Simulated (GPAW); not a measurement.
CdGeAs2 in GPAW: convergence with response cutoff (eV)

Crystal: CdGeAs2.

```
Cd As Ge
1.0
    -2.98887    2.98887    5.66430
     2.98887   -2.98887    5.66430
     2.98887    2.98887   -5.66430
Cd As Ge
2 4 2
Direct
  0.50000 0.50000 0.00000
  0.25000 0.75000 0.50000
  0.09622 0.12500 0.47122
  0.87500 0.34622 0.97122
  0.65378 0.62500 0.52878
  0.37500 0.90378 0.02878
  0.75000 0.25000 0.50000
  0.00000 0.00000 0.00000
```

The cell is a database's computed one.

* Program: GPAW 26.7.0
* Task: dielectric tensor
* Functional: PBE
* Potentials or basis: GPAW PAW data sets (gpaw-data 1.2.1)
* Cutoff: 400 eV
* Basis: pw
* k mesh: 5 × 5 × 5
* Occupations: fermi-dirac, width 0.001 eV
* Spin: no spin polarisation
* Response ecut: 10 eV
* Maxiter: 150
* Response k mesh: 3 × 3 × 3
* Response bands: 122
* Kernels: ["RPA"]
* Coarser k mesh: 3 × 3 × 3

These are the settings of the first run; the series varies response cutoff (eV), with any setting tied to it.

Hardware: 1 thread of Arm Neoverse V1, on a shared host.

**Question.** The values tried are 10, 20, 30, 50, 80, 120, 160, loosest first. From which on does the dielectric constant stay within 0.05 of the tightest run that finished?

**Answer.** From 120 on.

```csv
response cutoff (eV),dielectric constant,SCF cycles,CPU time (s),peak memory (GiB)
10,120.854,13,340,0.65
20,117.053,13,340,0.65
30,117.018,13,340,0.66
50,115.626,13,340,0.67
80,114.764,13,340,0.69
120,114.687,13,350,0.76
160,114.680,13,350,0.79
```

The tightest run that finished is the yardstick and may itself not be fully converged.

Caveat, for the tightest run too: the k mesh is coarse (spacing up to 0.50 Å⁻¹), so the values aren't converged; the long-wavelength limit can be off by several per cent where d states take part.
